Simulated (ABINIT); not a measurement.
HfB:

```
Hf B
1.0
     0.00000    2.31000    2.31000
     2.31000    0.00000    2.31000
     2.31000    2.31000    0.00000
Hf B
1 1
Direct
  0.50000 0.50000 0.50000
  0.00000 0.00000 0.00000
```

Base run:

* Program: ABINIT 10.8.3 (patched build)
* Functional: PBE
* Potentials or basis: JTH PAW PBE v2.0
* Cutoff: 517 eV
* k mesh: 10 × 10 × 10
* Occupations: fermi-dirac, width 0.05 eV
* Spin: spin-orbit coupling, no magnetisation

Its results: band gap on the k mesh none (metal or under the smearing width); pressure 30.2 GPa.

**Question.** The run is repeated on the same cell with these changes: spin from spin-orbit coupling, no magnetisation to no spin polarisation. What comes out?

**Answer.** Band gap on the k mesh none (metal or under the smearing width); pressure 30.8 GPa.

Caveats: a pressure of tens of GPa on the cell as given is suspect, and the run, the potentials or the cell itself is likely at fault; spin-orbit coupling is left out, which moves the levels of the heavy elements (some runs).
